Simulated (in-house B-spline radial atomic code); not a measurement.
# Hg³⁺: excited configurations

Wanted: excitation energies of Hg³⁺ as differences of total energies (ΔSCF).

Program: in-house B-spline radial atomic code version 1. Level of theory: scalar-relativistic (spin-free one-electron X2C) TPSSh, spin-polarised, spherical density, exact exchange averaged over the configuration, Fermi nucleus, basis-set limit. These are calculated values, not measurements, unless marked.

## Step 1: The atom as given

* element: mercury (Z = 80)
* charge: +3
* electrons: 77
* configuration: [Xe] 4f14 5d9
* Hamiltonian: scalar-relativistic (X2C)
* nucleus: Fermi, rms radius 5.465 fm

Outer shells as boxes (Hund's rule):

[Xe] 4f14 5d9
```
[Xe] core
4f [↑↓][↑↓][↑↓][↑↓][↑↓][↑↓][↑↓]
5d [↑↓][↑↓][↑↓][↑↓][↑ ]
```

Where spins are not typed, each open shell is filled with up spins first.

Settings of the run:

```ini
Z = 80
electrons = 77.0
configuration = [Xe] 4f14 5d9
hamiltonian = x2c
method = tpssh
spin_polarised = True
nucleus = fermi
rms_radius = 5.4648
mass_number = 202
atomic_mass = 201.970643604
speed_of_light = 137.035999084
exact_exchange = averaged over the configuration
```

From the earlier run of the reference: total energy -19622.930278 hartree. Levels, eight at most:

| orbital | occupation | energy (eV) | <r> (bohr) |
| --- | --- | --- | --- |
| 5s up | 1 | -154.68 | 0.9052 |
| 5s down | 1 | -154.03 | 0.9040 |
| 4f up | 7 | -132.48 | 0.4826 |
| 4f down | 7 | -132.34 | 0.4822 |
| 5p up | 3 | -103.27 | 1.034 |
| 5p down | 3 | -102.41 | 1.033 |
| 5d up | 5 | -43.590 | 1.380 |
| 5d down | 4 | -42.787 | 1.384 |

## Step 2: [Xe] 4f14 5d8 5f1

Settings of the run:

```ini
Z = 80
electrons = 77.0
configuration = [Xe] 4f14 5d8 5f1
hamiltonian = x2c
method = tpssh
spin_polarised = True
nucleus = fermi
rms_radius = 5.4648
mass_number = 202
atomic_mass = 201.970643604
speed_of_light = 137.035999084
exact_exchange = averaged over the configuration
```

The run is started by

```
> python run_scf.py task.json out
```

The settings of every run stand in task.json; they run in order.

## Step 3: Configuration [Xe] 4f13 5d9 6s1

The settings differ from step 2 so:

```diff
@@ -2,3 +2,3 @@
 electrons = 77.0
-configuration = [Xe] 4f14 5d8 5f1
+configuration = [Xe] 4f13 5d9 6s1
 hamiltonian = x2c
```

## Step 4: [Kr] 4d10 4f14 5s2 5p5 5d10

The settings differ from step 3 so:

```diff
@@ -2,3 +2,3 @@
 electrons = 77.0
-configuration = [Xe] 4f13 5d9 6s1
+configuration = [Kr] 4d10 4f14 5s2 5p5 5d10
 hamiltonian = x2c
```

## Step 5: Configuration [Xe] 4f13 5d9 6p1

The settings differ from step 4 so:

```diff
@@ -2,3 +2,3 @@
 electrons = 77.0
-configuration = [Kr] 4d10 4f14 5s2 5p5 5d10
+configuration = [Xe] 4f13 5d9 6p1
 hamiltonian = x2c
```

## Step 6: [Kr] 4d10 4f14 5s2 5p5 5d9 6s1

The settings differ from step 5 so:

```diff
@@ -2,3 +2,3 @@
 electrons = 77.0
-configuration = [Xe] 4f13 5d9 6p1
+configuration = [Kr] 4d10 4f14 5s2 5p5 5d9 6s1
 hamiltonian = x2c
```

## Step 7: Configuration [Kr] 4d10 4f14 5s2 5p5 5d9 5f1

The settings differ from step 6 so:

```diff
@@ -2,3 +2,3 @@
 electrons = 77.0
-configuration = [Kr] 4d10 4f14 5s2 5p5 5d9 6s1
+configuration = [Kr] 4d10 4f14 5s2 5p5 5d9 5f1
 hamiltonian = x2c
```

**Question.** How far above the reference does each configuration lie (order and size, in eV)?

As calculated:

| net move | configuration | 2|M_S|+1 | energy above the reference (eV) | largest <r> (bohr) |
| --- | --- | --- | --- | --- |
| 5d → 5f | [Xe] 4f14 5d8 5f1 | 4 | 33.843 | 3.65 |
| 5p → 5d | [Kr] 4d10 4f14 5s2 5p5 5d10 | 2 | 59.638 | 1.37 |
| 5p → 6s | [Kr] 4d10 4f14 5s2 5p5 5d9 6s1 | 4 | 68.704 | 2.17 |
| 5p → 5f | [Kr] 4d10 4f14 5s2 5p5 5d9 5f1 | 4 | 94.538 | 3.62 |
| 4f → 6s | [Xe] 4f13 5d9 6s1 | 4 | 102.92 | 2.16 |
| 4f → 6p | [Xe] 4f13 5d9 6p1 | 4 | 113.72 | 2.62 |

**Reading.** The energies run from 33.843 eV (5d → 5f) to 113.72 eV (4f → 6p). 4 of them lie more than 60 % above minus the reference's highest level (42.787 eV), in the range where a state can decay by emitting an electron. The reference has 2|M_S|+1 = 2; 5 of the configurations differ from it in spin. These are spherical averages at the typed spins, not spectroscopic levels.
